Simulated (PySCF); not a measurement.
# FMoO3 ([MoO3F]-): the cost of one run

Programs: PySCF 2.14.0, with routines of our own; each step states its level. All values are computed. Atoms count from 0.

### 1 The system as given

5 atoms, charge -1, multiplicity 1; geometry from: GFN2-xTB.

### 2 Geometry optimisation at PBE0-D3(BJ)/def2-SVP

The job: settings as JSON, then the geometry in Å.

```
{"job": {"xc": "PBE0", "basis": "def2-SVP", "d3": "d3bj", "grid": 1, "maxiter": 30, "shake": 0.03, "kind": "geom"}, "charge": -1, "multiplicity": 1}
Mo     0.102680    -0.005970     0.042840
O     -0.004750    -0.028640     1.682640
O      1.528410     0.004600    -0.597620
O     -0.702060     1.389430    -0.553110
F     -0.849430    -1.469900    -0.636860
```

The run is started by

```sh
OMP_NUM_THREADS=1 python heavy_run.py task.json out
```

The driver reads the jobs from task.json and runs them one after another.

**Question.** How long does this first job take on 1 thread of Arm Neoverse V1, shared host, and how much memory does it need?

About 34 s, with a peak of 0.34 GiB.
